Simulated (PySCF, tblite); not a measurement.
# C4H4F4O2: dynamics, then NMR shifts on frames, part 2 of 2

tblite 0.8.0 and PySCF 2.14.0. Atoms count from 0.

## Step 5: Nuclear shieldings: 625 fs, PBE0/pcSseg-1

Job settings and geometry (Å):

```
{"job": {"kind": "nmr", "xc": "PBE0", "basis": "pcSseg-1", "pop": false}, "charge": 0, "multiplicity": 1}
F     -1.381600     0.995000     1.150000
C     -1.120100     0.078500     0.234300
C     -1.606800    -1.348600     0.088400
O     -0.297500    -1.743000    -0.384400
C      0.270900    -0.581700     0.110000
O      0.847300    -0.727600     1.476300
C      2.002300    -0.137100     1.550800
F      2.977600    -0.863800     0.862100
F      2.076100     1.106100     1.074900
F      2.463500    -0.137200     2.832300
H     -1.121400     0.615700    -0.707700
H     -1.763900    -1.626500     1.135600
H     -2.523400    -1.631900    -0.467300
H      1.039400    -0.140000    -0.530900
```

Level: GIAO PBE0/pcSseg-1 NMR shielding, non-relativistic, gas phase.

Log:

```text
coarse grid: 13344 points
cycle   1  E = -703.4770847346  dE =  1.946e+00  |g| = 1.206e+00  |ddm| = 3.337e+00
cycle   2  E = -703.1966193321  dE =  2.805e-01  |g| = 1.828e+00  |ddm| = 1.538e+00
cycle   3  E = -703.7188998848  dE = -5.223e-01  |g| = 9.531e-02  |ddm| = 9.705e-01
cycle   4  E = -703.7193726458  dE = -4.728e-04  |g| = 8.021e-02  |ddm| = 9.805e-02
cycle   5  E = -703.7204197827  dE = -1.047e-03  |g| = 9.265e-03  |ddm| = 5.050e-02
cycle   6  E = -703.7204311972  dE = -1.141e-05  |g| = 4.567e-03  |ddm| = 8.309e-03
cycle   7  E = -703.7204344496  dE = -3.252e-06  |g| = 5.873e-04  |ddm| = 2.764e-03
final grid: 135152 points
cycle   8  E = -703.8248473297  dE = -4.411e-05  |g| = 1.336e-02  |ddm| = 2.577e-02
cycle   9  E = -703.8248113098  dE =  3.602e-05  |g| = 1.985e-02  |ddm| = 1.729e-02
cycle  10  E = -703.8248782656  dE = -6.696e-05  |g| = 1.101e-03  |ddm| = 1.049e-02
cycle  11  E = -703.8248784772  dE = -2.116e-07  |g| = 3.490e-04  |ddm| = 9.976e-04
cycle  12  E = -703.8248784943  dE = -1.711e-08  |g| = 1.321e-04  |ddm| = 2.562e-04
cycle  13  E = -703.8248784971  dE = -2.818e-09  |g| = 3.436e-05  |ddm| = 1.067e-04
cycle  14  E = -703.8248784973  dE = -1.751e-10  |g| = 1.173e-05  |ddm| = 2.383e-05
converged SCF energy = -703.8248784973

GIAO shielding tensors (ppm)
atom      isotropic    diamagn.    paramagn.     s11        s22        s33       span
  0 F      387.111     470.153     -83.042    319.603    391.322    450.408    130.805
  1 C      109.239     243.343    -134.103     75.485     96.405    155.829     80.344
  2 C      105.984     251.399    -145.415     64.367     88.303    165.282    100.915
  3 O      263.774     395.262    -131.489    166.061    280.531    344.728    178.668
  4 C       66.104     253.023    -186.920     41.196     72.879     84.236     43.040
  5 O      178.349     400.403    -222.054    131.141    169.684    234.222    103.081
  6 C       51.647     236.484    -184.836     41.697     46.819     66.426     24.729
  7 F      212.848     472.619    -259.771    119.454    143.719    375.371    255.917
  8 F      239.754     475.261    -235.508    169.525    207.465    342.271    172.746
  9 F      227.821     466.663    -238.842    143.556    178.725    361.182    217.626
 10 H       26.865      30.698      -3.834     22.989     26.758     30.847      7.858
 11 H       26.518      28.682      -2.164     24.274     24.618     30.663      6.389
 12 H       26.450      27.662      -1.212     23.522     24.289     31.541      8.019
 13 H       25.498      33.259      -7.762     20.828     25.907     29.758      8.930
```

It took 14 s on 1 thread of AMD EPYC 9B45, shared host; peak memory 0.99 GiB.

In short: δ C6 135.3, C4 120.8, C2 80.9, C1 77.7, H13 6.22, H12 5.27 ppm.

## Step 6: Nuclear shieldings: 800 fs, PBE0/pcSseg-1

Job settings and geometry (Å):

```
{"job": {"kind": "nmr", "xc": "PBE0", "basis": "pcSseg-1", "pop": false}, "charge": 0, "multiplicity": 1}
F     -1.302400     0.745000     1.366600
C     -1.088400    -0.047500     0.229100
C     -1.476800    -1.608700     0.106300
O     -0.032300    -1.843400    -0.121700
C      0.375000    -0.558100     0.221300
O      1.037200    -0.561400     1.460400
C      2.153400     0.070200     1.688200
F      3.093200    -0.497000     0.830400
F      2.128000     1.334800     1.477900
F      2.528300    -0.078400     2.999400
H     -1.274900     0.439100    -0.771900
H     -1.642700    -2.074500     1.078600
H     -2.080700    -2.031800    -0.769500
H      1.159000    -0.181500    -0.499500
```

With the program's defaults for keys left out, this is: GIAO PBE0/pcSseg-1 NMR shielding, non-relativistic, gas phase.

Log:

```text
coarse grid: 13344 points
cycle   1  E = -703.4521684714  dE =  1.792e+00  |g| = 1.240e+00  |ddm| = 3.283e+00
cycle   2  E = -703.1427203879  dE =  3.094e-01  |g| = 1.887e+00  |ddm| = 1.652e+00
cycle   3  E = -703.7081190374  dE = -5.654e-01  |g| = 1.356e-01  |ddm| = 1.078e+00
cycle   4  E = -703.7100439285  dE = -1.925e-03  |g| = 8.375e-02  |ddm| = 1.201e-01
cycle   5  E = -703.7111763695  dE = -1.132e-03  |g| = 1.085e-02  |ddm| = 5.234e-02
cycle   6  E = -703.7111897904  dE = -1.342e-05  |g| = 5.836e-03  |ddm| = 9.148e-03
cycle   7  E = -703.7111950707  dE = -5.280e-06  |g| = 5.570e-04  |ddm| = 3.478e-03
final grid: 135152 points
cycle   8  E = -703.8191737513  dE = -4.486e-05  |g| = 1.391e-02  |ddm| = 2.486e-02
cycle   9  E = -703.8191306466  dE =  4.310e-05  |g| = 2.123e-02  |ddm| = 1.899e-02
cycle  10  E = -703.8192071874  dE = -7.654e-05  |g| = 1.310e-03  |ddm| = 1.179e-02
cycle  11  E = -703.8192074622  dE = -2.748e-07  |g| = 4.117e-04  |ddm| = 1.081e-03
cycle  12  E = -703.8192074872  dE = -2.499e-08  |g| = 1.310e-04  |ddm| = 2.940e-04
cycle  13  E = -703.8192074900  dE = -2.816e-09  |g| = 3.584e-05  |ddm| = 1.013e-04
cycle  14  E = -703.8192074902  dE = -1.771e-10  |g| = 1.060e-05  |ddm| = 2.491e-05
converged SCF energy = -703.8192074902

GIAO shielding tensors (ppm)
atom      isotropic    diamagn.    paramagn.     s11        s22        s33       span
  0 F      356.051     471.222    -115.171    289.111    361.523    417.518    128.407
  1 C       88.236     243.782    -155.546     55.473     80.474    128.760     73.287
  2 C       94.018     251.428    -157.410     61.406     80.816    139.833     78.427
  3 O      250.560     397.431    -146.871    145.714    263.424    342.541    196.827
  4 C       78.365     247.690    -169.325     48.764     82.725    103.607     54.842
  5 O      181.617     401.074    -219.456    147.602    167.227    230.023     82.421
  6 C       56.261     242.431    -186.169     49.051     56.003     63.730     14.679
  7 F      224.651     474.366    -249.715    130.625    165.913    377.415    246.790
  8 F      254.298     473.695    -219.397    199.908    238.523    324.463    124.556
  9 F      222.078     467.243    -245.165    137.886    160.405    367.943    230.057
 10 H       25.226      28.489      -3.263     22.776     25.068     27.834      5.058
 11 H       25.640      28.466      -2.826     22.701     23.920     30.298      7.597
 12 H       25.352      26.892      -1.540     22.664     23.690     29.703      7.040
 13 H       25.146      31.811      -6.665     20.100     26.604     28.734      8.634
```

It took 14 s on 1 thread of AMD EPYC 9B45, shared host; peak memory 0.86 GiB.

Key values: δ C6 130.7, C4 108.6, C1 98.7, C2 92.9, H13 6.57, H10 6.49 ppm.

## Step 7: Nuclear shieldings: 1000 fs, PBE0/pcSseg-1

Job settings and geometry (Å):

```
{"job": {"kind": "nmr", "xc": "PBE0", "basis": "pcSseg-1", "pop": false}, "charge": 0, "multiplicity": 1}
F     -1.347000     0.626900     1.233700
C     -0.971800    -0.108800     0.207900
C     -1.286000    -1.577000     0.168600
O      0.066800    -1.954300     0.215900
C      0.435000    -0.599300     0.400300
O      0.749800    -0.229200     1.715400
C      2.003400     0.164800     1.997600
F      2.935100    -0.752600     1.699300
F      2.234900     1.271100     1.341900
F      2.238000     0.430000     3.272500
H     -1.267200     0.462300    -0.688200
H     -1.886900    -1.809700     0.955100
H     -1.854800    -1.871800    -0.798800
H      1.193900    -0.211600    -0.301700
```

With the program's defaults for keys left out, this is: GIAO PBE0/pcSseg-1 NMR shielding, non-relativistic, gas phase.

Log:

```text
coarse grid: 13344 points
cycle   1  E = -703.4835315961  dE =  2.221e+00  |g| = 1.193e+00  |ddm| = 3.370e+00
cycle   2  E = -703.2552351918  dE =  2.283e-01  |g| = 1.725e+00  |ddm| = 1.594e+00
cycle   3  E = -703.7168401347  dE = -4.616e-01  |g| = 1.004e-01  |ddm| = 1.002e+00
cycle   4  E = -703.7175962239  dE = -7.561e-04  |g| = 7.613e-02  |ddm| = 1.019e-01
cycle   5  E = -703.7185496426  dE = -9.534e-04  |g| = 8.694e-03  |ddm| = 5.055e-02
cycle   6  E = -703.7185597739  dE = -1.013e-05  |g| = 3.847e-03  |ddm| = 7.961e-03
cycle   7  E = -703.7185621736  dE = -2.400e-06  |g| = 5.836e-04  |ddm| = 2.627e-03
final grid: 135152 points
cycle   8  E = -703.8236861086  dE = -5.119e-05  |g| = 1.288e-02  |ddm| = 2.607e-02
cycle   9  E = -703.8236554874  dE =  3.062e-05  |g| = 1.872e-02  |ddm| = 1.696e-02
cycle  10  E = -703.8237142002  dE = -5.871e-05  |g| = 1.045e-03  |ddm| = 1.045e-02
cycle  11  E = -703.8237143862  dE = -1.861e-07  |g| = 3.075e-04  |ddm| = 9.397e-04
cycle  12  E = -703.8237143996  dE = -1.337e-08  |g| = 1.167e-04  |ddm| = 2.438e-04
cycle  13  E = -703.8237144019  dE = -2.260e-09  |g| = 2.984e-05  |ddm| = 9.860e-05
cycle  14  E = -703.8237144020  dE = -1.287e-10  |g| = 8.338e-06  |ddm| = 1.959e-05
converged SCF energy = -703.8237144020

GIAO shielding tensors (ppm)
atom      isotropic    diamagn.    paramagn.     s11        s22        s33       span
  0 F      393.691     471.155     -77.464    340.991    399.491    440.592     99.601
  1 C      106.543     241.420    -134.877     72.351    100.470    146.809     74.458
  2 C      109.759     250.165    -140.406     79.381     95.216    154.681     75.300
  3 O      267.000     396.731    -129.730    162.304    275.940    362.757    200.452
  4 C       80.581     250.407    -169.826     51.947     78.389    111.407     59.459
  5 O      174.623     401.157    -226.534    130.404    176.089    217.374     86.970
  6 C       57.617     236.059    -178.442     48.670     59.546     64.635     15.965
  7 F      242.377     470.393    -228.016    174.892    190.483    361.755    186.862
  8 F      253.294     474.938    -221.644    194.488    219.376    346.018    151.530
  9 F      247.373     464.486    -217.113    183.432    206.446    352.242    168.810
 10 H       26.220      29.746      -3.527     21.433     26.069     31.157      9.725
 11 H       28.328      30.358      -2.029     24.608     27.051     33.326      8.717
 12 H       25.842      27.130      -1.288     22.607     23.938     30.980      8.373
 13 H       25.397      32.040      -6.642     21.152     26.713     28.327      7.175
```

Wall time 14 s (1 thread of AMD EPYC 9B45, shared host); peak memory 0.82 GiB.

In short: δ C6 129.3, C4 106.3, C1 80.4, C2 77.2, H13 6.32, H12 5.88 ppm.

## Step 8: Run by run: NMR shifts

Shifts (ppm) of some atoms, chosen among heavy atoms and hydrogens apart, with basis size and wall time:

```
  frame    C1   H10   H11     F9     F7      F0     O3  functions  time
 250 fs  94.8  6.34  6.16  -69.0  -71.2  -211.2  122.1        190  14 s
 425 fs  96.7  5.72  3.61  -82.6  -82.5  -197.2   73.9        190  14 s
 625 fs  77.7  4.85  5.20  -56.9  -41.9  -216.2   72.3        190  14 s
 800 fs  98.7  6.49  6.08  -51.1  -53.7  -185.1   85.5        190  14 s
1000 fs  80.4  5.50  3.39  -76.4  -71.4  -222.7   69.1        190  14 s
```

## Step 9: Outcome

This closing draws on all 2 parts.

| quantity | value |
| --- | --- |
| thermostat | 400 K |
| mean temperature, second half | 402 K |
| mean potential energy above the minimum | 0.69 eV |
| ¹³C shifts against TMS (PBE0/pcSseg-1, 250 fs) | 128.2, 115.6, 94.8, 88.2 ppm |
| ¹H shifts against TMS (PBE0/pcSseg-1, 250 fs) | 6.71, 6.34, 6.16, 6.16 ppm |
| ¹⁹F shifts against CFCl3 (PBE0/pcSseg-1, 250 fs) | -69.0, -71.2, -83.3, -211.2 ppm |
| ¹⁷O shifts against H2O (PBE0/pcSseg-1, 250 fs) | 159.8, 122.1 ppm |
| range of the shift of O3 | 69.1 to 122.1 ppm |

In the second half the potential energy averages 0.69 eV above the minimum; equipartition over 36 harmonic modes at 400 K would give 0.62 eV. With 14 atoms the temperature swings widely (218 to 676 K). Shifts at one fixed geometry are not the observed spectrum, which averages over the motion. In the first frame run (250 fs): The widest tensor belongs to O3: span 278 ppm, with a paramagnetic part of -183 ppm. Across the 5 runs the shift of O3 moves most, between 69.1 (1000 fs) and 122.1 ppm (250 fs).
